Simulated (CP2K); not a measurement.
# C2H8Al2Si (SMILES [AlH2][C]1([SiH3])[CH2][AlH]1): GFN1-xTB

Aim: energy and forces of C2H8Al2Si. 

Program for the calculation: CP2K 2026.2.

4 further runs of the same task are left out: 2 that didn't finish, 2 set aside as unsound or not needed.

## Step 1: Starting point

C2H8Al2Si: 13 atoms, total charge 0, spin state singlet. SMILES: `[AlH2][C]1([SiH3])[CH2][AlH]1`. Geometry: a rough force-field guess.

Bond lengths: Al1–C2 1.969 Å, C2–Si3 1.901 Å, C2–C4 1.552 Å, C2–Al5 1.993 Å, C4–Al5 1.947 Å, Al1–H6 1.565 Å, Al1–H7 1.632 Å, Si3–H8 1.408 Å, Si3–H9 1.452 Å, Si3–H10 1.458 Å, C4–H11 1.140 Å, C4–H12 1.118 Å, Al5–H13 1.562 Å. Some angles: Al1–C2–Si3 118.7°, Al1–C2–C4 114.8°, Al1–C2–Al5 115.5°, Si3–C2–C4 117.2°, Si3–C2–Al5 114.3°, C4–C2–Al5 65.2°, C2–C4–Al5 68.4°, C2–Al5–C4 46.4°, C2–Al1–H6 123.3°, C2–Al1–H7 118.2°.

## Step 2: Energy and gradient at GFN1-xTB

The input, molecule.xyz:

```xyz
13

Al    -0.215900     1.442700     1.436700
C      0.040000     0.055600     0.063200
Si    -1.296600    -0.164000    -1.270900
C      0.766900    -1.223200     0.556900
Al     1.906100    -0.154300    -0.605000
H      0.834800     1.749800     2.554700
H     -1.717500     2.044900     1.653200
H     -2.507700    -0.477600    -0.624600
H     -1.398700     1.101300    -1.976400
H     -0.877900    -1.252200    -2.145900
H      0.314900    -2.172900     0.117400
H      0.985400    -1.244500     1.653200
H      3.186500     0.259600    -1.397700
```

The input, job.inp:

```
&GLOBAL
    PROJECT job
    RUN_TYPE ENERGY_FORCE
    PRINT_LEVEL MEDIUM
&END GLOBAL

&FORCE_EVAL
    METHOD QUICKSTEP
    &DFT
        &QS
            METHOD XTB
            EPS_DEFAULT 1.0E-10
            &XTB
                GFN_TYPE 1
                CHECK_ATOMIC_CHARGES F
            &END XTB
        &END QS
        &POISSON
            PERIODIC NONE
            POISSON_SOLVER ANALYTIC
        &END POISSON
        &SCF
            SCF_GUESS ATOMIC
            EPS_SCF 1.0E-07
            MAX_SCF 40
            &OT
                MINIMIZER CG
                PRECONDITIONER FULL_SINGLE_INVERSE
            &END OT
            &OUTER_SCF
                EPS_SCF 1.0E-07
                MAX_SCF 10
            &END OUTER_SCF
        &END SCF
        &PRINT
            &MOMENTS
                PERIODIC F
                REFERENCE COM
                MAX_MOMENT 1
            &END MOMENTS
            &MO_CUBES
                NLUMO 3
                NHOMO -1
                WRITE_CUBE F
            &END MO_CUBES
            &HIRSHFELD OFF
            &END HIRSHFELD
        &END PRINT
    &END DFT
    ! atoms, cell and kinds
    &SUBSYS
        ! box in angstrom
        &CELL
            ABC 21.7 20.2 20.7
            PERIODIC NONE
        &END CELL
        &TOPOLOGY
            COORD_FILE_NAME molecule.xyz
            COORD_FILE_FORMAT XYZ
            &CENTER_COORDINATES
            &END CENTER_COORDINATES
        &END TOPOLOGY
    &END SUBSYS
    &PRINT
        &FORCES ON
        &END FORCES
    &END PRINT
&END FORCE_EVAL
```

Command:

```console
OMP_NUM_THREADS=1 cp2k.psmp -i job.inp -o job.out
```

**Question.** What will come out? Wanted: total energy; dipole moment; HOMO energy; dispersion energy; largest force on an atom.

**Answer.** As computed:

At GFN1-xTB:

```
                                 quantity          value
                             total energy   -12.80471 Eh
dipole moment (from atomic charges alone)         2.70 D
                              HOMO energy       -8.93 eV
                        dispersion energy  -13.56 kJ/mol
                 largest force on an atom     3.470 eV/Å
```

The dipole comes from point charges on the atoms alone, without atomic dipoles, so it is partial. The largest force is 3.47 eV/Å: the shape isn't a stationary point for this species at this level.
